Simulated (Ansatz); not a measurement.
**AlBeH2 (doublet): from Hartree-Fock to the top rungs at distance Al1–H3 = 1.804 Å, 6-31G**

How much of the correlation energy of AlBeH2 (doublet) does each wave-function method recover here?

Method: 6-31G, core rule «outside noble gas», up to 6 orbitals frozen; program: Ansatz 0.2.0, Gaussian basis.

Plan: UHF; CCSD(T) on ROHF; CCSD(T) on UHF; BCCD(T) on ROHF; CISD as a restricted active space (open shells left free, so some higher excitations enter); CCSDT(Q) on ROHF; CCSDT(Q) on UHF; CCSDTQ on ROHF; CASSCF and MRCISD+Q, 3 electrons in 3 orbitals; CASSCF and NEVPT2, 3 electrons in 3 orbitals; CASSCF and MRCISD+Q, 7 electrons in 10 orbitals; CASSCF and NEVPT2, 7 electrons in 10 orbitals; Full CI.

19 further runs of the same task are left out: 14 that didn't finish, 5 set aside as unsound or not needed. Runs told in other sessions of the task aren't counted.

### 1 The system

The geometry derives from a PBE0/def2-TZVP stationary point (not a proven minimum). One bond is set to the value named and the two fragments are kept rigid.

4 atoms, charge 0, spin multiplicity 2.

Atoms are counted from 1 here; the program's logs count them from 0.

Bond lengths: Al1–H3 1.804 Å, Be2–H4 1.345 Å.

### 2 UHF

Input file in.yaml:

```yaml
crystal:
  periodic: [false, false, false]
  atoms:
    - {symbol: Al, position_ang: [0.000000, -0.090847, 0.608569]}
    - {symbol: Be, position_ang: [0.000000, 0.141907, -1.698647]}
    - {symbol: H, position_ang: [0.000000, 1.130685, 1.936076]}
    - {symbol: H, position_ang: [0.000000, 0.032398, -3.038933]}
basis:
  gaussian: {orbitals: 6-31G}
magnetization: {spin_polarized: true, initial_magnetization: 1}
hamiltonian: {xc: hf}
output: {orbitals: {seedname: orbitals}}
```

Started as:

```bash
ansatz run in.yaml --threads 1 --pin off --events-out ev --progress --plain --max-ram 2393MiB
```

The runs that follow: CCSD(T) on ROHF; CCSD(T) on UHF; BCCD(T) on ROHF; CISD as a restricted active space (open shells left free, so some higher excitations enter); CCSDT(Q) on ROHF; CCSDT(Q) on UHF; CCSDTQ on ROHF; CASSCF and MRCISD+Q, 3 electrons in 3 orbitals; CASSCF and NEVPT2, 3 electrons in 3 orbitals; CASSCF and MRCISD+Q, 7 electrons in 10 orbitals; CASSCF and NEVPT2, 7 electrons in 10 orbitals; Full CI.

**Question.** What will the summary of the whole plan be? Wanted: FCI from the RHF energy; RMP2 from FCI; UMP2 from FCI; RCCSD from FCI; RCCSD(T) from FCI; UCCSD(T) from FCI; RCCSDT(Q) from FCI; UCCSDT(Q) from FCI; NEVPT2 pair from FCI.

As calculated:

| quantity | value |
| --- | --- |
| FCI from the ROHF energy | -2.0439 eV |
| RMP2 from FCI | +691.0 meV |
| UMP2 from FCI | +679.9 meV |
| RCCSD from FCI | +58.6 meV |
| RCCSD(T) from FCI | +21.8 meV |
| UCCSD(T) from FCI | +21.4 meV |
| RCCSDT(Q) from FCI | +0.8 meV |
| UCCSDT(Q) from FCI | +0.6 meV |
| NEVPT2 pair from FCI | +541.1 meV |
| MRCISD+Q pair from FCI | 0.0 meV |
| NEVPT2 valence from FCI | +148.3 meV |
| levels within 1 kcal/mol (43 meV) | RCCSD(T), UCCSD(T), BCCD(T), RCCSDT, UCCSDT, RCCSDT(Q), UCCSDT(Q), RCCSDTQ, MRCISD+Q pair, MRCISD valence, MRCISD+Q valence |
| T1 diagnostic | 0.029 |
| effectively unpaired electrons | 1.05 |

What this shows: RCCSD(T) misses by +21.8 meV, 1.1 % of the correlation energy. One determinant dominates. Of the multireference levels listed MRCISD+Q pair comes nearest in total energy (0.0 meV), which doesn't show that its space is the better one. These misses are within one basis, not against nature; the frozen cores of restricted and unrestricted runs differ, which can shift their rows.

Levels on UHF freeze UHF's core orbitals, full CI those of ROHF, so the U rows can settle a little off it for that reason alone.

With open shells the CI space here admits some higher excitations, so it is larger than plain CISD.
